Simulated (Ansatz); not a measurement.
# HoO: the cost of one run

Computed with Ansatz 0.2.0 (DFT PBE, scalar-relativistic, plane waves, PAW; 4f electrons in the core of a trivalent norm-conserving potential, unless a step's input says otherwise).

2 further runs of the same task are left out: 1 that didn't finish, 1 set aside as unsound or not needed.

## 1. The structure to begin with

Symmetry: P-6m2, No. 187, hexagonal system. The conventional cell has a = 3.147 Å, b = 3.147 Å, c = 5.250 Å, α = 90.00°, β = 90.00°, γ = 120.00°. Ho (site symmetry -6m2) has 6 Ho at 3.15 Å and 6 O at 3.19 Å in its first shell of neighbours. O (site symmetry -6m2) is surrounded by 6 O at 3.15 Å and 6 Ho at 3.19 Å.

Coordinates:

```cif
data_structure
_symmetry_space_group_name_H-M 'P 1'
_symmetry_Int_Tables_number 1
_cell_length_a 3.1474
_cell_length_b 3.1474
_cell_length_c 5.2499
_cell_angle_alpha 90.000
_cell_angle_beta 90.000
_cell_angle_gamma 120.000
_cell_volume 45.04
loop_
_atom_site_label
_atom_site_type_symbol
_atom_site_fract_x
_atom_site_fract_y
_atom_site_fract_z
_atom_site_occupancy
Ho1 Ho 0.66667 0.33333 0.00000 1
O1 O 0.00000 0.00000 0.50000 1
```

Recipe of the guess: species swapped into a database cell of CaLa (P-6m2, No. 187), with O on the Ca sites and Ho on the La sites. Its size is a rough estimate.

## 2. The guess as it stands, on a coarse mesh

The input, input.yaml:

```yaml
crystal:
  lattice:
    - [3.14743192, 0.0, 0.0]
    - [-1.57371596, 2.725756, 0.0]
    - [0.0, 0.0, 5.24991238]
  atoms:
    - { symbol: Ho, position: [0.66666667, 0.33333333, 0.0] }
    - { symbol: O, position: [0.0, 0.0, 0.5] }
basis:
  ecutwfc: 690
kpoints:
  mp_grid: { grid: [6, 6, 4] }
hamiltonian:
  xc: pbe
  pseudopotentials:
    kind: paw
    azcp: { Ho: "pseudopotentials/pbe/nc/lanthanide_3plus/Ho.nc.azcp" }
scf:
  occupations: { method: gaussian, width: 0.1 }
  lower_state_search: "off"
output:
  forces: true
  stress: true
  eigenvalues: true
```

Command:

```
$ ansatz run input.yaml --threads 1 --pin off --max-ram 2560MiB --backend cpu --events-out ev --progress --plain --runs-dir out
```

What time and memory should one allow on 1 thread of Intel Xeon at 2.50GHz (Skylake/Cascade Lake), shared host?

About 6 s, with a peak of 0.32 GiB.
